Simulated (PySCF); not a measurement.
# CAM-B3LYP/cc-pVDZ run of Si2H5ClO (SMILES O[SiH]([SiH3])Cl)

Aim: the energy change on altering one bond length of Si2H5ClO at CAM-B3LYP/cc-pVDZ, from 2 runs. Input form: a Python script.

Program for the calculation: PySCF 2.14.0.

2 further runs of the same task are left out: 2 set aside as unsound or not needed.

### 1 The system as given

Si2H5ClO has 9 atoms, charge 0, and is taken as a singlet. As SMILES, `O[SiH]([SiH3])Cl`. The coordinates come from a PBE0-D4/def2-TZVP relaxation. This is one conformer, not always the lowest.

Bond lengths: O1–Si2 1.639 Å, Si2–Si3 2.335 Å, Si2–Cl4 2.068 Å, O1–H5 0.959 Å, Si2–H6 1.486 Å, Si3–H7 1.487 Å, Si3–H8 1.485 Å, Si3–H9 1.487 Å. Some angles: O1–Si2–Si3 107.4°, O1–Si2–Cl4 110.6°, Si3–Si2–Cl4 108.6°, O1–Si2–H6 111.0°, Si3–Si2–H6 114.5°, Cl4–Si2–H6 104.7°, Si2–O1–H5 118.4°, Si2–Si3–H7 110.4°, Si2–Si3–H8 109.5°, Si2–Si3–H9 108.6°.

### 2 The energy at CAM-B3LYP/cc-pVDZ

Contents of job.py:

```python
# O[SiH]([SiH3])Cl
from pyscf import gto, dft

molecule = gto.M(
    atom='''
O        0.516900       0.942100      -1.606400
Si      -0.265600       0.799800      -0.173200
Si       0.351900      -1.250200       0.759300
Cl      -2.313400       0.805800      -0.459000
H        0.374000       1.735000      -2.126800
H       -0.002900       1.975800       0.697100
H        1.819900      -1.291800       0.992500
H       -0.039700      -2.350400      -0.158700
H       -0.352700      -1.412300       2.058200
''',
    verbose=4,
    basis='cc-pvdz',
    charge=0,
    max_memory=1860,
)

myscf = dft.RKS(molecule)
myscf.xc = 'cam-b3lyp'
myscf.conv_tol = 1e-10
myscf.grids.level = 5
myscf.kernel()
if not myscf.converged:
    myscf = myscf.newton().run(myscf.mo_coeff, myscf.mo_occ)

e_tot = myscf.e_tot
print('E = %.10f Eh' % e_tot)
```

Run with:

```bash
$ OMP_NUM_THREADS=1 python job.py
```

Standard output:

```text
PySCF version 2.14.0

[INPUT] num. atoms = 9
[INPUT] num. electrons = 58
[INPUT] charge = 0
[INPUT] spin (= nelec alpha-beta = 2S) = 0
[INPUT] symmetry False subgroup None
[INPUT] Mole.unit = angstrom
[INPUT] Symbol           X                Y                Z      unit          X                Y                Z       unit  Magmom
[INPUT]  1 O      0.516900000000   0.942100000000  -1.606400000000 AA    0.976799433788   1.780310981953  -3.035656046501 Bohr   0.0
[INPUT]  2 Si    -0.265600000000   0.799800000000  -0.173200000000 AA   -0.501911258684   1.511402954427  -0.327300564775 Bohr   0.0
[INPUT]  3 Si     0.351900000000  -1.250200000000   0.759300000000 AA    0.664994623234  -2.362535600931   1.434869046382 Bohr   0.0
[INPUT]  4 Cl    -2.313400000000   0.805800000000  -0.459000000000 AA   -4.371692416569   1.522741311175  -0.867384291175 Bohr   0.0
[INPUT]  5 H      0.374000000000   1.735000000000  -2.126800000000 AA    0.706757570587   3.278674826120  -4.019069521725 Bohr   0.0
[INPUT]  6 H     -0.002900000000   1.975800000000   0.697100000000 AA   -0.005480205761   3.733720876916   1.317328081434 Bohr   0.0
[INPUT]  7 H      1.819900000000  -1.291800000000   0.992500000000 AA    3.439112574096  -2.441148207713   1.875553178631 Bohr   0.0
[INPUT]  8 H     -0.039700000000  -2.350400000000  -0.158700000000 AA   -0.075022127145  -4.441612283178  -0.299899535968 Bohr   0.0
[INPUT]  9 H     -0.352700000000  -1.412300000000   2.058200000000 AA   -0.666506404134  -2.668860205723   3.889434309580 Bohr   0.0

nuclear repulsion = 276.157192552134
number of shells = 35
number of NR pGTOs = 184
number of NR cGTOs = 93
basis = cc-pvdz
ecp = {}

******** <class 'pyscf.dft.rks.RKS'> ********
method = RKS
initial guess = minao
damping factor = 0
level_shift factor = 0
DIIS = <class 'pyscf.scf.diis.CDIIS'>
diis_start_cycle = 1
diis_space = 8
diis_damp = 0
SCF conv_tol = 1e-10
SCF conv_tol_grad = None
SCF max_cycles = 50
direct_scf = True
direct_scf_tol = 1e-13
XC library pyscf.dft.libxc version 7.0.0
    S. Lehtola, C. Steigemann, M. J.T. Oliveira, and M. A.L. Marques.,  SoftwareX 7, 1–5 (2018)
XC functionals = cam-b3lyp
    T. Yanai, D. P. Tew, and N. C. Handy.,  Chem. Phys. Lett. 393, 51 (2004)
radial grids:
    Treutler-Ahlrichs [JCP 102, 346 (1995); DOI:10.1063/1.469408] (M4) radial grids

becke partition: Becke, JCP 88, 2547 (1988); DOI:10.1063/1.454033
pruning grids: <function nwchem_prune>
grids dens level: 5
symmetrized grids: False
atomic radii adjust function: <function treutler_atomic_radii_adjust>
small_rho_cutoff = 0
Set gradient conv threshold to 1e-05
Initial guess from minao.
tot grids = 290832
init E= -1117.58879318861
  HOMO = -0.303636084059077  LUMO = -0.0129069761613025  gap/eV = 7.91114
cycle= 1 E= -1117.38452301899  delta_E= 0.204  |g|= 0.709  |ddm|=  2.3
  HOMO = -0.271115399780731  LUMO = 0.0283481847866525  gap/eV = 8.14882
cycle= 2 E= -1117.33239807175  delta_E= 0.0521  |g|= 0.909  |ddm|= 1.17
  HOMO = -0.340812229116883  LUMO = 0.0366158620319039  gap/eV = 10.27034
cycle= 3 E= -1117.48781648555  delta_E= -0.155  |g|= 0.0657  |ddm|= 0.688
  HOMO = -0.341714635736742  LUMO = 0.0434676834794372  gap/eV = 10.48134
cycle= 4 E= -1117.48877986578  delta_E= -0.000963  |g|= 0.0234  |ddm|= 0.0805
  HOMO = -0.3425662989007  LUMO = 0.0422415684673787  gap/eV = 10.47116
cycle= 5 E= -1117.48893766261  delta_E= -0.000158  |g|= 0.00327  |ddm|= 0.0261
  HOMO = -0.342401319067374  LUMO = 0.0424507426150535  gap/eV = 10.47236
cycle= 6 E= -1117.48894129008  delta_E= -3.63e-06  |g|= 0.000661  |ddm|= 0.00436
  HOMO = -0.342522569033262  LUMO = 0.0423502161852483  gap/eV = 10.47292
cycle= 7 E= -1117.48894147132  delta_E= -1.81e-07  |g|= 0.000185  |ddm|= 0.00121
  HOMO = -0.342495223250217  LUMO = 0.042368627106864  gap/eV = 10.47268
cycle= 8 E= -1117.48894148508  delta_E= -1.38e-08  |g|= 3.91e-05  |ddm|= 0.000282
  HOMO = -0.342499910262544  LUMO = 0.0423674805741263  gap/eV = 10.47278
cycle= 9 E= -1117.48894148597  delta_E= -8.96e-10  |g|= 7.98e-06  |ddm|= 9.08e-05
  HOMO = -0.342499444213721  LUMO = 0.0423677843300183  gap/eV = 10.47277
cycle= 10 E= -1117.48894148601  delta_E= -4.02e-11  |g|= 1.71e-06  |ddm|= 1.6e-05
  HOMO = -0.342499291251199  LUMO = 0.0423677950757857  gap/eV = 10.47277
Extra cycle  E= -1117.48894148601  delta_E= 2.96e-12  |g|= 1.11e-06  |ddm|= 3.62e-06
converged SCF energy = -1117.48894148601
E = -1117.4889414860 Eh
```

Run time: 27 s. Hardware: 1 thread of Intel Xeon 6975P-C (Granite Rapids), shared host; peak memory 0.49 GiB.

### 3 The distorted shape, same level

Contents of run.py:

```python
from pyscf import gto, dft

molecule = gto.Mole()
molecule.atom = '''
O    0.728263   0.990726  -1.996039
Si  -0.054237   0.848426  -0.562839
Si   0.563263  -1.201574   0.369661
Cl  -2.102037   0.854426  -0.848639
H    0.585363   1.783626  -2.516439
H    0.208463   2.024426   0.307461
H    2.031263  -1.243174   0.602861
H    0.171663  -2.301774  -0.548339
H   -0.352700  -1.412300   2.058200
'''
molecule.charge = 0
molecule.basis = 'cc-pvdz'
molecule.verbose = 3
molecule.max_memory = 1860
molecule.build()

mf = dft.RKS(molecule)
mf.xc = 'cam-b3lyp'
mf.conv_tol = 1e-10
mf.grids.level = 5
mf.kernel()
if not mf.converged:
    mf = mf.newton().run(mf.mo_coeff, mf.mo_occ)

e_final = mf.e_tot
print('E = %.10f Eh' % e_final)
```

Run with:

```bash
$ OMP_NUM_THREADS=1 python run.py
```

Standard output:

```text
converged SCF energy = -1117.45279601788
E = -1117.4527960179 Eh
```

It took 27 s on 1 thread of Intel Xeon 6975P-C (Granite Rapids), shared host; peak memory 0.49 GiB.

### 4 Outcome

At CAM-B3LYP/cc-pVDZ:

```
                                                          quantity           value
                                         first shape: total energy  -1117.48894 Eh
                                        first shape: dipole moment          1.48 D
                                          first shape: HOMO energy        -9.32 eV
                                          first shape: LUMO energy         1.15 eV
                                        first shape: HOMO–LUMO gap        10.47 eV
                                     distorted shape: total energy  -1117.45280 Eh
                                    distorted shape: dipole moment          1.90 D
                                      distorted shape: HOMO energy        -9.37 eV
                                      distorted shape: LUMO energy         0.33 eV
                                    distorted shape: HOMO–LUMO gap         9.71 eV
energy change with the Si3–H9 bond stretched from 1.487 to 1.933 Å        0.984 eV
```

With the Si3–H9 bond stretched from 1.487 to 1.933 Å the energy rises by 0.98 eV (22.7 kcal/mol). The first shape isn't relaxed at this level, so the change isn't measured from a minimum. Mulliken charges (first shape) run from -0.32 on O1 to +0.47 on Si2; they depend strongly on the basis. Mulliken charges (distorted shape) run from -0.32 on O1 to +0.48 on Si2; they depend strongly on the basis.
